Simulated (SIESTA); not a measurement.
Runs of SIESTA 5.4.2 on Hf2Pd2Se2Br2O3. Symmetry: P6mm, No. 183, hexagonal system. Conventional cell: a = 5.759 Å, b = 5.759 Å, c = 8.525 Å, α = 90.00°, β = 90.00°, γ = 120.00°. Hf (site symmetry 3m) has 3 O at 1.92 Å as nearest neighbours. Around Pd (site symmetry 3m) lie 1 Se at 2.33 Å. Around Se (site symmetry 3m) lie 1 Pd at 2.33 Å and 1 Hf at 2.67 Å. Around Br (site symmetry 6mm) lie 6 Pd at 3.33 Å and 6 O at 3.80 Å. Br (site symmetry 6mm) is surrounded by 6 O at 3.46 Å and 6 Hf at 3.46 Å and 6 Se at 3.74 Å. O (site symmetry 2mm) is surrounded by 2 Hf at 1.92 Å. The cell was built by a generator and needn't be a form met in nature.

```tsv
potentials or basis	gap on the mesh (eV)	pressure (GPa)	largest force (eV/Å)
PseudoDojo 0.4 standard (PBE files), TZDP (energy shift 0.003 Ry; two zetas on semicore shells)	none	1.4	0.66
PseudoDojo 0.4 standard (PBE files), DZP (energy shift 0.003 Ry; two zetas on semicore shells)	none	1.4	(a)
PseudoDojo 0.4 standard (PBE files), TZP (energy shift 0.003 Ry; two zetas on semicore shells)	none	1.0	0.66
PseudoDojo 0.4 standard (PBE files), SZ (energy shift 0.003 Ry)	none	2.0	(c)
PseudoDojo 0.4 standard (PBE files), SZP (energy shift 0.003 Ry)	none	1.7	(b)
PseudoDojo 0.4 standard (PBE files), DZ (energy shift 0.003 Ry; two zetas on semicore shells)	none	1.1	1.05
```

Alike in all rows: task band structure; level PBE; no spin polarisation; cell as given; k mesh 6 × 6 × 3; smearing fermi-dirac 0.05 eV; grid cutoff 800 Ry; energy shift 0.003 Ry.

Q: Fill in the values left out.

A: (a) 0.81; (b) 1.52; (c) 1.89.

Caveats: short orbitals over semicore shells can move pressures by several GPa; spin-orbit coupling is left out, which moves the levels of the heavy elements; the basis of atomic orbitals isn't converged, which shifts pressures, moduli and gaps; forces of over 1 eV/Å show positions far from the minimum, so gaps and moduli don't describe the material at rest (some runs); the basis has no polarisation orbitals (some runs).

A k mesh can miss the band edges, and the runs leave out spin-orbit coupling on Br, Hf, Pd, Se.

A gap of «none» marks a metal or a gap under the smearing width.
